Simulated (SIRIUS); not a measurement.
**Si2Cl in SIRIUS: the effect of strain**

Si2Cl:

```xyz
3
Lattice="1.8628 1.0755 5.5004 -1.8628 1.0755 5.5004 0.0000 -2.1509 5.5004" Properties=species:S:1:pos:R:3 pbc="T T T"
Si    0.0000    0.0000    2.4055
Si    0.0000    0.0000   14.0956
Cl    0.0000    0.0000    0.0000
```

The cell was built by a generator and needn't be a form met in nature.

The cell isn't the ideal one: strain = -0.04 (biaxial xy).

Alike in all runs:

```yaml
Program: SIRIUS 7.10.0
Task: single point
Functional: PBE
Potentials_or_basis: PseudoDojo 0.4.1 PBE standard (scalar relativistic)
Cutoff: 807 eV
Density_cutoff: 3227 eV
k_mesh: 4 × 4 × 4
Occupations: fermi-dirac, width 0.05 eV
Spin: no spin polarisation
Strain_kind: biaxial xy
Libxc_names: "[\"XC_GGA_X_PBE\", \"XC_GGA_C_PBE\"]"
Energy_tol: 1e-08 Ha
Density_tol: 1e-06
Mixer: anderson
Mixing_beta: 0.7
Max_scf: 100
```

| strain | pressure (GPa) | largest force (eV/Å) |
| --- | --- | --- |
| -4 % (biaxial xy) | 5.4 | 0.44 |
| -2 % (biaxial xy) | 2.4 | 0.15 |
| -1 % (biaxial xy) | ? | ? |
| +0 % (biaxial xy) | 0.0 | 0.07 |
| +1 % (biaxial xy) | -1.0 | 0.15 |
| +2 % (biaxial xy) | -1.9 | 0.22 |
| +4 % (biaxial xy) | -3.3 | 0.31 |

Q: What does the run with strain -1 % (biaxial xy) give?

A: Pressure 1.1 GPa; largest force 0.03 eV/Å.

Caveats: all runs use coarse meshes; an odd number of electrons without spin polarisation forces a metal; a magnetic or distorted state may lie lower.
